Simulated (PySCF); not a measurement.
**Y2S3: other functionals and bases at one geometry**

The task here is to estimate one member of a computed series from the others.

Computed with PySCF 2.14.0. Level: several levels, as the steps say, no spin–orbit coupling.

4 further runs of the same task are left out: 2 for a known fault of the program, 1 that didn't finish, 1 set aside as unsound or not needed. Runs told in other sessions of the task aren't counted.

**Where the work starts**

5 atoms, charge 0, spin multiplicity 1.

Bond lengths: Y1–S3 2.548 Å, Y1–S4 2.315 Å, Y2–S3 2.548 Å, Y2–S5 2.315 Å. Angles: S3–Y1–S4 122.0°, S3–Y2–S5 122.0°, Y1–S3–Y2 133.3°.

Coordinates:

```mol
S3Y2
  3D, bonds by distance, orders not assigned

  5  4  0  0  0  0  0  0  0  0999 V2000
    0.6217   -0.1527    2.3398 Y   0  0
    0.6217   -0.1527   -2.3398 Y   0  0
    1.6017   -0.3933   -0.0000 S   0  0
   -1.6011    0.3931    2.6880 S   0  0
   -1.6011    0.3931   -2.6880 S   0  0
  1  3  8  0
  1  4  8  0
  2  3  8  0
  2  5  8  0
M  END
```

Formal oxidation states: Y +3. An earlier session relaxed this geometry at TPSS, Y def2-SVP with ECP28, S def2-SVP (singlet, point group C2v).

At TPSS on the finer grid: E = -1271.088579 Eh, HOMO -4.71 eV, LUMO -2.96 eV, Mulliken charge on Y1 +0.63 e, largest force component 0.019 eV/Å. 

Levels to run: wB97X; BLYP; BP86; r2SCAN; TPSS, TZVP; TPSS, x2c-SVP. Hardware: 2 threads of Arm Neoverse V1, shared host.

Set-up of the first run:

run.py (the lines that set the calculation) reads:

```python
mol = gto.M(atom='''
Y      0.62173    -0.15266     2.33983
Y      0.62173    -0.15266    -2.33983
S      1.60169    -0.39328     0.00000
S     -1.60113     0.39314     2.68802
S     -1.60113     0.39314    -2.68802''',
    basis={'Y': 'def2-SVP', 'S': 'def2-SVP'},
    ecp={'Y': 'def2-SVP'},
    charge=0, spin=0)
mf = dft.RKS(mol, xc='WB97X')
mf.grids.atom_grid = (75, 302)
mf = mf.density_fit()  # fitting sets: Y def2-universal-JKFIT, S def2-universal-JKFIT
mf.conv_tol = 1e-08; mf.max_cycle = 55
mf.kernel(dm0)  # dm0: the density of the relaxed state
```

Run with:

```sh
> OMP_NUM_THREADS=2 python run.py
```

Steps of the session up to this table: wB97X; BLYP; BP86; r2SCAN; TPSS, TZVP; TPSS, x2c-SVP.

One table of the session follows, with a row left open; its other results are not shown here.

| level | HOMO (eV) | gap (eV) | charge on Y1 (e) | dipole (D) | largest force component (eV/Å) |
| --- | --- | --- | --- | --- | --- |
| TPSS (relaxed here) | -4.71 | 1.76 | 0.63 | 11.86 | 0.02 |
| wB97X | -7.73 | 6.83 | 0.66 | 13.46 | 0.69 |
| BLYP | -4.48 | 1.33 | 0.48 | 10.88 | 0.30 |
| BP86 | -4.77 | 1.69 | 0.53 | 11.21 | 0.07 |
| r2SCAN | -4.83 | 2.08 | 0.65 | 12.25 | 0.21 |
| TPSS, TZVP | -4.71 | 1.73 | 0.98 | 12.23 | 0.06 |
| TPSS, x2c-SVP | ? | ? | ? | ? | ? |

**Question.** Estimate the row for TPSS, x2c-SVP.

As computed: HOMO (eV): -4.73; gap (eV): 1.78; charge on Y1 (e): 0.57; dipole (D): 11.80; largest force component (eV/Å): 0.13. In the column «HOMO (eV)» it lies between BP86 (-4.77) and TPSS (relaxed here) (-4.71).

In one basis the HOMO–LUMO gap runs from 1.33 eV (BLYP) to 6.83 eV (wB97X). The largest leftover force, 0.69 eV/Å with wB97X, stands at a geometry relaxed at another level. Total energies of different levels can't be compared.
